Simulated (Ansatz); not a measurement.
**Cd: the crystal squeezed far**

Aim: compress Cd (hcp type) step by step, far beyond the usual range, and follow pressure and electronic structure. Methods of the runs shown: PAW.

Program: Ansatz 0.2.0. Level of theory: DFT, PBEsol, PAW with Ansatz's default frozen-core files, scalar-relativistic. These are calculated values, not measurements.

**1. The structure to begin with**

The structure is hexagonal, space group P6_3/mmc (No. 194). Conventional cell: a = 3.117 Å, b = 3.117 Å, c = 5.050 Å, α = 90.00°, β = 90.00°, γ = 120.00°. Around Cd (site symmetry -6m2) lie 12 Cd at 3.10 to 3.12 Å.

Structure file:

```
Cd
1.0
     3.11732    0.00000    0.00000
    -1.55866    2.69968    0.00000
     0.00000    0.00000    5.05006
Cd
2
Direct
  0.33333 0.66667 0.25000
  0.66667 0.33333 0.75000
```

Whether this phase is the stable one at these pressures isn't tested.

Atoms are numbered in the order of the input: Cd1, Cd2.

**2. Cell relaxed at zero pressure, PAW**

Contents of input.yaml:

```yaml
crystal:
  lattice:
    - [3.1173179092, 0.0, 0.0]
    - [-1.5586589546, 2.6996765011, 0.0]
    - [0.0, 0.0, 5.050055013]
  atoms:
    - { symbol: Cd, position: [0.3333333333, 0.6666666667, 0.25] }
    - { symbol: Cd, position: [0.6666666667, 0.3333333333, 0.75] }
kpoints:
  mp_grid: { grid: [14, 14, 8] }
scf:
  occupations: { method: fermi_dirac, width: 0.05 }
hamiltonian:
  xc: pbesol
  pseudopotentials: { kind: paw }
output:
  forces: true
  stress: true
relax:
  f_tol: 0.005
  max_steps: 40
  cell: {}
```

On the command line:

```bash
> ansatz run input.yaml --threads 1 --pin off --max-ram 2048MiB --backend cpu --events-out ev --progress --plain --runs-dir out
```

Further steps of the session: Volume scaled by 1, PAW; Shape and atoms relaxed at 0.9 of the volume, PAW; Volume scaled by 0.9, PAW; Shape and atoms relaxed at 0.8 of the volume, PAW; Volume scaled by 0.8, PAW; Shape and atoms relaxed at 0.7 of the volume, PAW; Volume scaled by 0.7, PAW; Shape and atoms relaxed at 0.6 of the volume, PAW; Volume scaled by 0.6, PAW; Shape and atoms relaxed at 0.5 of the volume, PAW; Volume scaled by 0.5, PAW; Shape and atoms relaxed at 0.4 of the volume, PAW; Volume scaled by 0.4, PAW; Volume scaled by 0.4, PAW (cutoff 800 eV).

Before running it: what results should come out? Wanted: PAW pressure at 0.4 of the volume; fitted bulk modulus at zero pressure.

As calculated:

```
                                         quantity      value
                PAW pressure at 0.4 of the volume  683.8 GPa
PAW (cutoff 800 eV) pressure at 0.4 of the volume  683.5 GPa
       fitted bulk modulus at zero pressure (PAW)     65 GPa
                          its pressure derivative       5.36
```

**Reading.** At 0.4 of the starting volume PAW gives 684 GPa. A third-order Birch-Murnaghan curve fits the range only roughly (B₀ = 65 GPa, B′ = 5.36, misfit at most 3.51 GPa). A fit over so wide a range leans to the high pressures, so B₀ can be off by several per cent. No all-electron run checks these rows here, and frozen cores can fail under such compression. The ions are at rest, and the electrons smeared by 0.05 eV.

At pressures up to 684 GPa the PAW spheres may overlap and frozen cores may not hold, so those PAW values are rough without an all-electron check.
